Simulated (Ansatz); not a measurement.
# GdN: the cost of one run

Program: Ansatz 0.2.0. Level of theory: DFT PBE+U (U = 4 eV, J = 0.5 eV on Gd f), plane waves, PAW, no spin–orbit coupling unless a run says so. These are calculated values, not measurements.

1 further run of the same task is left out (it didn't finish).

### 1 Starting point

Symmetry: Fm-3m, No. 225, cubic system. Conventional cell: a = 4.999 Å, b = 4.999 Å, c = 4.999 Å, α = 90.00°, β = 90.00°, γ = 90.00°. Gd (site symmetry m-3m) is surrounded by 6 N at 2.50 Å. N (site symmetry m-3m) is surrounded by 6 Gd at 2.50 Å.

Coordinates:

```cif
data_structure
_symmetry_space_group_name_H-M 'Fm-3m'
_symmetry_Int_Tables_number 225
_cell_length_a 4.9990
_cell_length_b 4.9990
_cell_length_c 4.9990
_cell_angle_alpha 90.000
_cell_angle_beta 90.000
_cell_angle_gamma 90.000
_cell_volume 124.92
loop_
_atom_site_label
_atom_site_type_symbol
_atom_site_symmetry_multiplicity
_atom_site_Wyckoff_symbol
_atom_site_fract_x
_atom_site_fract_y
_atom_site_fract_z
_atom_site_occupancy
Gd1 Gd 4 b 0.50000 0.00000 0.00000 1
N1 N 4 a 0.00000 0.00000 0.00000 1
```

An earlier series on this cell reached its lowest free state from «ferromagnetic start, free, natural orbitals of the symmetric run filled by rank», perhaps among other starts.

### 2 Total moment locked, 6.30 μB per cell

Input file input.yaml:

```yaml
crystal:
  lattice:
    - [0.0, 2.49949857, 2.49949857]
    - [2.49949857, 0.0, 2.49949857]
    - [2.49949857, 2.49949857, 0.0]
  atoms:
    - { symbol: Gd, position: [0.5, 0.5, 0.5], spin: 6.3 }
    - { symbol: "N", position: [0.0, 0.0, 0.0] }
basis:
  ecutwfc: 420
  ecutrho_ratio: 4
kpoints:
  mp_grid: { grid: [7, 7, 7] }
hamiltonian:
  xc: pbe
  hubbard:
    sites:
      - { site: 0, l: f, u: 4.0, j: 0.5, starting_ns: [{ spin: up, occupation_matrix: s0up }, { spin: down, occupation_matrix: s0down }] }
    occupation_matrices:
      s0up:
        matrix:
          - [0.97, 0.0, 0.0, 0.0, 0.0, 0.0, 0.0]
          - [0.0, 0.97, 0.0, 0.0, 0.0, 0.0, 0.0]
          - [0.0, 0.0, 0.97, 0.0, 0.0, 0.0, 0.0]
          - [0.0, 0.0, 0.0, 0.97, 0.0, 0.0, 0.0]
          - [0.0, 0.0, 0.0, 0.0, 0.97, 0.0, 0.0]
          - [0.0, 0.0, 0.0, 0.0, 0.0, 0.97, 0.0]
          - [0.0, 0.0, 0.0, 0.0, 0.0, 0.0, 0.97]
      s0down:
        matrix:
          - [0.02, 0.0, 0.0, 0.0, 0.0, 0.0, 0.0]
          - [0.0, 0.02, 0.0, 0.0, 0.0, 0.0, 0.0]
          - [0.0, 0.0, 0.02, 0.0, 0.0, 0.0, 0.0]
          - [0.0, 0.0, 0.0, 0.02, 0.0, 0.0, 0.0]
          - [0.0, 0.0, 0.0, 0.0, 0.02, 0.0, 0.0]
          - [0.0, 0.0, 0.0, 0.0, 0.0, 0.02, 0.0]
          - [0.0, 0.0, 0.0, 0.0, 0.0, 0.0, 0.02]
    ns_hold: { iters: 8 }
scf:
  occupations: { method: gaussian, width: 0.05 }
  lower_state_search: "off"
  max_iter: 150
output:
  forces: true
  stress: true
  eigenvalues: true
  populations: true
  hubbard: { sites: [{ site: 0, l: f }] }
magnetization:
  spin_polarized: true
  initial_magnetization: 6.3
  spin_locking: { lock_magnetization: hard }
```

At this filling each channel is wholly full or empty, so no choice of orbitals remains. The typed matrices put 0.97 on the chosen orbitals and 0.02 on the others, and are held for 8 cycles. The lock stays on to the end, so the result is a constrained state.

The run is started by

```sh
> ansatz run input.yaml --threads 2 --pin off --max-ram 3072MiB --backend cpu --events-out ev --progress --plain --runs-dir out
```

What time and memory should one allow on 2 threads of Arm Neoverse V2, shared host?

About 2.3 s, with a peak of 0.3 GiB.
